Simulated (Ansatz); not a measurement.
# C24H12 (cor): the cost of one run

Computed with Ansatz 0.2.0 (DFT custom functional, Gaussian basis def2-SVP, and further levels as typed in the inputs, unless a step's input says otherwise).

## (1) Starting point

Bond lengths (14 of 42 bonds, heavy atoms first): C1–C2 1.398 Å, C2–C3 1.383 Å, C3–C4 1.397 Å, C4–C5 1.392 Å, C5–C6 1.427 Å, C6–C7 1.386 Å, C7–C8 1.387 Å, C8–C9 1.420 Å, C9–C10 1.396 Å, C10–C11 1.374 Å, C11–C12 1.397 Å, C12–C13 1.397 Å, C13–C14 1.406 Å, C14–C15 1.397 Å. Angles (14 of 72 angles, heavy atoms first): C1–C2–C3 122.3°, C2–C1–C18 118.7°, C2–C3–C4 121.7°, C2–C3–C20 119.6°, C4–C3–C20 118.7°, C3–C4–C5 122.2°, C4–C5–C6 119.0°, C5–C6–C7 121.0°, C5–C6–C21 118.9°, C7–C6–C21 120.0°, C6–C7–C8 121.9°, C7–C8–C9 120.0°, C8–C9–C10 122.2°, C8–C9–C22 118.5°.

Structure file:

```xyz
36

C     3.7347    0.1436   -0.0032
C     3.3856    1.4805    0.2083
C     2.0692    1.8978    0.2878
C     1.7352    3.2353    0.5133
C     0.4136    3.6689    0.5785
C    -0.6367    2.7152    0.4218
C    -1.9670    3.0982    0.4967
C    -3.0016    2.1834    0.3686
C    -2.7129    0.8095    0.1553
C    -3.7184   -0.1469    0.0019
C    -3.3968   -1.4635   -0.2243
C    -2.0763   -1.9121   -0.3124
C    -1.7492   -3.2587   -0.4932
C    -0.4061   -3.6681   -0.5716
C     0.6290   -2.7381   -0.4432
C     1.9710   -3.1180   -0.5083
C     2.9770   -2.1713   -0.3561
C     2.7112   -0.8055   -0.1379
C     1.3669   -0.4197   -0.0661
C     1.0169    0.9465    0.1250
C    -0.3060    1.3744    0.2168
C    -1.3343    0.4018    0.0761
C    -1.0340   -0.9632   -0.1398
C     0.3359   -1.3713   -0.2098
H     4.7612   -0.1368   -0.0535
H     4.2221    2.2065    0.3226
H     2.5075    4.0104    0.6042
H     0.1849    4.7094    0.7385
H    -2.2399    4.1626    0.6759
H    -4.0416    2.4740    0.4171
H    -4.7687    0.1493    0.0487
H    -4.2115   -2.2058   -0.3212
H    -2.5146   -4.0051   -0.6209
H    -0.1610   -4.6945   -0.7598
H     2.2406   -4.1453   -0.6639
H     4.0342   -2.5085   -0.4341
```

## (2) Relaxing the atoms: C24H12 (cor)

input.yaml reads:

```yaml
crystal:
  periodic: [false, false, false]
  atoms:
    - { symbol: C, position_ang: [3.73468628, 0.1435551, -0.00322503] }
    - { symbol: C, position_ang: [3.38563507, 1.48050612, 0.20828241] }
    - { symbol: C, position_ang: [2.06921259, 1.89776999, 0.28777182] }
    - { symbol: C, position_ang: [1.73516782, 3.23528135, 0.51325622] }
    - { symbol: C, position_ang: [0.41357318, 3.66894573, 0.57854034] }
    - { symbol: C, position_ang: [-0.63665677, 2.7152164, 0.42179523] }
    - { symbol: C, position_ang: [-1.96703633, 3.09820932, 0.49674953] }
    - { symbol: C, position_ang: [-3.0015765, 2.18344148, 0.36858716] }
    - { symbol: C, position_ang: [-2.71288785, 0.80950007, 0.15531245] }
    - { symbol: C, position_ang: [-3.71840513, -0.14687836, 0.00188969] }
    - { symbol: C, position_ang: [-3.39681944, -1.46350889, -0.22427123] }
    - { symbol: C, position_ang: [-2.07630417, -1.91207766, -0.31240083] }
    - { symbol: C, position_ang: [-1.74918792, -3.25865876, -0.49316022] }
    - { symbol: C, position_ang: [-0.40607914, -3.66808285, -0.57157325] }
    - { symbol: C, position_ang: [0.62904729, -2.73810141, -0.4432365] }
    - { symbol: C, position_ang: [1.97097406, -3.11796882, -0.50829286] }
    - { symbol: C, position_ang: [2.97702742, -2.17126762, -0.35607817] }
    - { symbol: C, position_ang: [2.71117798, -0.80554813, -0.13786609] }
    - { symbol: C, position_ang: [1.36689543, -0.41970301, -0.06610167] }
    - { symbol: C, position_ang: [1.0169411, 0.94648115, 0.12503528] }
    - { symbol: C, position_ang: [-0.30598852, 1.37436738, 0.21677585] }
    - { symbol: C, position_ang: [-1.33427355, 0.40177272, 0.07607617] }
    - { symbol: C, position_ang: [-1.03402054, -0.96315195, -0.13980053] }
    - { symbol: C, position_ang: [0.33585978, -1.37127931, -0.20975662] }
    - { symbol: H, position_ang: [4.76122493, -0.13676373, -0.05348212] }
    - { symbol: H, position_ang: [4.22207216, 2.20645163, 0.32258087] }
    - { symbol: H, position_ang: [2.50747236, 4.01041663, 0.60415331] }
    - { symbol: H, position_ang: [0.18493563, 4.70935077, 0.73848088] }
    - { symbol: H, position_ang: [-2.23988937, 4.16262882, 0.67594896] }
    - { symbol: H, position_ang: [-4.04164657, 2.47404262, 0.41705159] }
    - { symbol: H, position_ang: [-4.76869079, 0.14928583, 0.04872004] }
    - { symbol: H, position_ang: [-4.21153705, -2.20575708, -0.32118454] }
    - { symbol: H, position_ang: [-2.51464928, -4.00505437, -0.62086206] }
    - { symbol: H, position_ang: [-0.16097851, -4.69446714, -0.75979537] }
    - { symbol: H, position_ang: [2.24055259, -4.14530514, -0.66385529] }
    - { symbol: H, position_ang: [4.03424986, -2.50851582, -0.43407527] }
basis:
  gaussian: { orbitals: def2-SVP }
hamiltonian:
  xc: { name: B3LYP }
relax:
  f_tol: 0.015
  max_steps: 80
output:
  orbitals: {}
```

The run is started by

```sh
$ ansatz run input.yaml --threads 8 --pin off --max-ram 20480MiB --backend cpu --events-out ev --progress --plain --runs-dir out
```

**Question.** How long does this run take on 8 threads of Arm Neoverse V1, shared host, and how much memory does it need?

About 2.3 min, with a peak of 4.1 GiB.
